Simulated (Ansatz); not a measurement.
# AlNi3 (Pm-3m): equation of state

Program: Ansatz 0.2.0. Level of theory: DFT PBE, scalar-relativistic, plane waves, PAW. These are calculated values, not measurements.

Spin polarisation is switched off on purpose.

## 1. The starting structure

The structure is cubic, space group Pm-3m (No. 221). The conventional cell has a = 3.565 Å, b = 3.565 Å, c = 3.565 Å, α = 90.00°, β = 90.00°, γ = 90.00°. Around Al (site symmetry m-3m) lie 12 Ni at 2.52 Å. Ni (site symmetry 4/mmm) is surrounded by 4 Al at 2.52 Å and 8 Ni at 2.52 Å.

As a file:

```
Al Ni
1.0
     3.56473    0.00000    0.00000
     0.00000    3.56473    0.00000
     0.00000    0.00000    3.56473
Al Ni
1 3
Direct
  0.00000 0.00000 0.00000
  0.00000 0.50000 0.50000
  0.50000 0.00000 0.50000
  0.50000 0.50000 0.00000
```

An earlier run at PBE left this cell at 11.324 Å³/atom and 0.00 GPa (12×12×12 mesh).

Volume factors to run: 0.980, 1.020, 0.960, 1.040.

## 2. Scaling the volume by 0.980

input.yaml

```yaml
crystal:
  lattice:
    - [3.5408018477, 0.0, 0.0]
    - [0.0, 3.5408018477, 0.0]
    - [0.0, 0.0, 3.5408018477]
  atoms:
    - { symbol: Al, position: [0.0, 0.0, 0.0] }
    - { symbol: Ni, position: [0.0, 0.5, 0.5] }
    - { symbol: Ni, position: [0.5, 0.0, 0.5] }
    - { symbol: Ni, position: [0.5, 0.5, 0.0] }
basis:
  ecutwfc: 420
  ecutrho_ratio: 4
kpoints:
  mp_grid: { grid: [12, 12, 12] }
hamiltonian:
  xc: pbe
scf:
  occupations: { method: gaussian, width: 0.05 }
output:
  forces: true
  stress: true
  eigenvalues: true
```

Command:

```bash
$ ansatz run input.yaml --threads 1 --pin off --max-ram 2560MiB --backend cpu --events-out ev --progress --plain --runs-dir out
```

Q: Estimate wall time and peak memory on 1 thread of Intel Xeon Platinum 8488C (Sapphire Rapids), shared host.

About 5 s, with a peak of 0.43 GiB.
